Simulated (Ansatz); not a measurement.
**One shape, several levels: C2H6AlCl (SMILES [CH3][Al]([CH3])[Cl])**

Wanted: a comparison of 6 runs (HF/cc-pVDZ, B3LYP/6-31G*, B3LYP/cc-pVDZ, HSE06/cc-pVDZ, r2SCAN0/cc-pVDZ, wB97X/cc-pVDZ) of C2H6AlCl. 

Program for the calculation: Ansatz 0.2.0.

56 further runs of the same task are left out: 56 set aside as unsound or not needed.

### Step 1. Starting point

The species is C2H6AlCl (10 atoms), meant as a singlet with charge 0. SMILES: `[CH3][Al]([CH3])[Cl]`. The Al2–Cl4 distance was set to 2.748 Å, away from the relaxed value.

Bond lengths: C1–Al2 1.942 Å, Al2–C3 1.942 Å, C1–H5 1.092 Å, C1–H6 1.095 Å, C1–H7 1.095 Å, C3–H8 1.095 Å, C3–H9 1.093 Å, C3–H10 1.094 Å. Some angles: C1–Al2–C3 125.8°, Al2–C1–H5 112.5°, Al2–C1–H6 110.7°, Al2–C1–H7 110.7°, Al2–C3–H8 110.7°, Al2–C3–H9 112.6°, Al2–C3–H10 110.7°, H5–C1–H6 108.1°, H5–C1–H7 108.1°, H6–C1–H7 106.4°.

### Step 2. A single-point energy at HF/cc-pVDZ (run 1)

Contents of job.yaml:

```yaml
basis:
  gaussian:
    orbitals: cc-pVDZ
crystal:
  periodic: [false, false, false]
  atoms:
    - symbol: C
      position_ang: [-0.259709, 1.835664, -0.661311]
    - symbol: Al
      position_ang: [0.005691, 0.030864, 0.005489]
    - symbol: C
      position_ang: [1.000191, -0.454736, 1.601389]
    - symbol: Cl
      position_ang: [-1.112300, -2.038200, -1.415400]
    - symbol: H
      position_ang: [-0.863409, 1.861264, -1.570411]
    - symbol: H
      position_ang: [-0.752209, 2.458864, 0.092489]
    - symbol: H
      position_ang: [0.701791, 2.313064, -0.878111]
    - symbol: H
      position_ang: [0.360391, -0.993736, 2.307189]
    - symbol: H
      position_ang: [1.416691, 0.414164, 2.116689]
    - symbol: H
      position_ang: [1.824891, -1.130036, 1.353089]
hamiltonian:
  xc: hf
accuracy: high
output: {orbitals: {seedname: orbitals}}
```

The run is started by

```bash
$ ansatz run job.yaml --threads 1 --pin off --max-ram 3480MiB --events-out events.jsonl --progress --plain --runs-dir runs
```

Log:

```text
Warning: RAYON_NUM_THREADS=1 ignored (pool sized by the plan → 1); use --threads N
Functional definition: HF
  name "HF"
  exchange = exact_x
  correlation = 0
2203 factors; integrals over basis functions are off by at most 8.2e-9 eV
mean field evaluation 1: about -21240.9614 eV, gradient 3.0e1 eV
mean field evaluation 2: about -21241.0105 eV, gradient 3.1e1 eV
mean field evaluation 4: about -21243.7825 eV, gradient 2.3e0 eV
mean field evaluation 8: about -21243.8141 eV, gradient 1.1e-1 eV
mean field -21243.81417345 eV, -780.6957712999 hartree, gradient 7.5e-8 eV, S^2 0.000000; 0 other end points of the search recorded, 0 dependent functions left out
reference -21243.81417345 eV, -780.6957712999 hartree; 24, 24 occupied and 70, 70 virtual orbitals, 2203 factors
Total energy: -21243.81417345 eV, -780.6957712999 hartree
```

Wall time 4.2 s (1 thread of Arm Neoverse V1, shared host); peak memory 0.28 GiB.

### Step 3. The energy at B3LYP/6-31G(d) (spherical functions) (run 2)

Contents of run.yaml:

```yaml
crystal:
  periodic: [false, false, false]
  atoms:
    - {symbol: C, position_ang: [-0.259709, 1.835664, -0.661311]}
    - {symbol: Al, position_ang: [0.005691, 0.030864, 0.005489]}
    - {symbol: C, position_ang: [1.000191, -0.454736, 1.601389]}
    - {symbol: Cl, position_ang: [-1.112300, -2.038200, -1.415400]}
    - {symbol: H, position_ang: [-0.863409, 1.861264, -1.570411]}
    - {symbol: H, position_ang: [-0.752209, 2.458864, 0.092489]}
    - {symbol: H, position_ang: [0.701791, 2.313064, -0.878111]}
    - {symbol: H, position_ang: [0.360391, -0.993736, 2.307189]}
    - {symbol: H, position_ang: [1.416691, 0.414164, 2.116689]}
    - {symbol: H, position_ang: [1.824891, -1.130036, 1.353089]}
basis:
  gaussian: {orbitals: 6-31G_st_-spherical.json}
hamiltonian: {xc: {name: B3LYP}}
accuracy: high
output: {orbitals: {seedname: orbitals}}
```

The basis set 6-31G* is read from a file made from the Basis Set Exchange's data (not shown).

The run is started by

```bash
$ ansatz run run.yaml --threads 1 --pin off --max-ram 3480MiB --events-out events.jsonl --progress --plain --runs-dir runs
```

Log:

```text
Warning: RAYON_NUM_THREADS=1 ignored (pool sized by the plan → 1); use --threads N
Functional definition: B3LYP
  name "B3LYP"
  parameter a0 = 0.2
  parameter ax = 0.72
  parameter ac = 0.81
  exchange = (1 - a0 - ax)*slater_x + ax*b88_x + a0*exact_x
  correlation = (1 - ac)*vwn_rpa_c + ac*lyp_c
1737 factors; integrals over basis functions are off by at most 4.4e-9 eV
mean field evaluation 1: about -21282.8591 eV, gradient 6.3e1 eV
mean field evaluation 2: about -21278.0914 eV, gradient 7.2e1 eV
mean field evaluation 4: about -21292.5973 eV, gradient 2.2e0 eV
mean field evaluation 8: about -21292.7475 eV, gradient 1.2e-1 eV
mean field evaluation 16: about -21292.7476 eV, gradient 1.1e-5 eV
mean field -21292.74757106 eV, -782.4940404936 hartree, gradient 7.4e-8 eV, S^2 0.000000; 0 other end points of the search recorded, 0 dependent functions left out
reference -21292.74761555 eV, -782.4940421287 hartree; 24, 24 occupied and 52, 52 virtual orbitals, 1737 factors
Total energy: -21292.74761555 eV, -782.4940421287 hartree
```

It took 8.7 s on 1 thread of Arm Neoverse V1, shared host; peak memory 0.25 GiB.

Runs 3 to 5 aren't shown in full; the table further down has their settings and results.

### Step 4. The energy at wB97X/cc-pVDZ (run 6)

Contents of job.yaml:

```yaml
crystal:
  periodic: [false, false, false]
  atoms:
    - {symbol: C, position_ang: [-0.259709, 1.835664, -0.661311]}
    - {symbol: Al, position_ang: [0.005691, 0.030864, 0.005489]}
    - {symbol: C, position_ang: [1.000191, -0.454736, 1.601389]}
    - {symbol: Cl, position_ang: [-1.112300, -2.038200, -1.415400]}
    - {symbol: H, position_ang: [-0.863409, 1.861264, -1.570411]}
    - {symbol: H, position_ang: [-0.752209, 2.458864, 0.092489]}
    - {symbol: H, position_ang: [0.701791, 2.313064, -0.878111]}
    - {symbol: H, position_ang: [0.360391, -0.993736, 2.307189]}
    - {symbol: H, position_ang: [1.416691, 0.414164, 2.116689]}
    - {symbol: H, position_ang: [1.824891, -1.130036, 1.353089]}
basis:
  gaussian:
    orbitals: cc-pVDZ
magnetization:
  spin_polarized: false
accuracy: high
output: {orbitals: {seedname: orbitals}}
hamiltonian:
  xc: {name: wB97X}
```

The run is started by

```bash
$ ansatz run job.yaml --threads 1 --pin off --max-ram 3480MiB --events-out events.jsonl --progress --plain --runs-dir runs
```

Log, shortened:

```text
Warning: RAYON_NUM_THREADS=1 ignored (pool sized by the plan → 1); use --threads N
Functional definition: wB97X
  name "wB97X"
[...]
      + exact_x_lr(omega)
[...]
      + integral(e_c_pw_opposite_spin*poly(b97_u_opposite, 1, cos1, cos2, cos3, cos4))
2203 factors; integrals over basis functions are off by at most 8.2e-9 eV
451 factors; integrals over basis functions are off by at most 2.0e-9 eV
[...]
mean field -21291.93134803 eV, -782.4640448506 hartree, gradient 9.7e-8 eV, S^2 0.000000; 0 other end points of the search recorded, 0 dependent functions left out
reference -21291.93134445 eV, -782.4640447192 hartree; 24, 24 occupied and 70, 70 virtual orbitals, 2203 factors
Total energy: -21291.93134445 eV, -782.4640447192 hartree
```

Wall time 38 s (1 thread of Arm Neoverse V1, shared host); peak memory 0.6 GiB.

### Step 5. Overview of the runs

```csv
run,level,energy (Eh),HOMO energy (eV),LUMO energy (eV),HOMO–LUMO gap (eV),wall time
1,HF/cc-pVDZ,-780.695771,-10.58,1.32,11.90,4.2 s
2,B3LYP/6-31G* (spherical functions),-782.494042,-7.07,-1.60,5.47,8.7 s
3,B3LYP/cc-pVDZ,-782.534591,-7.02,-1.58,5.44,11 s
4,HSE06/cc-pVDZ,-782.109518,-6.94,-1.78,5.16,12 s
5,r2SCAN0/cc-pVDZ,-782.373980,-7.58,-1.25,6.33,21 s
6,wB97X/cc-pVDZ,-782.464045,-9.75,0.51,10.25,38 s
```

### Step 6. Summary of results

```
            quantity          value
 run 6: total energy  -782.46404 Eh
  run 6: HOMO energy       -9.75 eV
  run 6: LUMO energy        0.51 eV
run 6: HOMO–LUMO gap       10.25 eV
```

What this shows: The HOMO–LUMO gap runs from 5.16 eV (HSE06/cc-pVDZ) to 11.90 eV (HF/cc-pVDZ). Exact exchange widens orbital gaps. Totals of different functionals can't be ranked against each other. All runs together took 96 s, the longest 38 s.
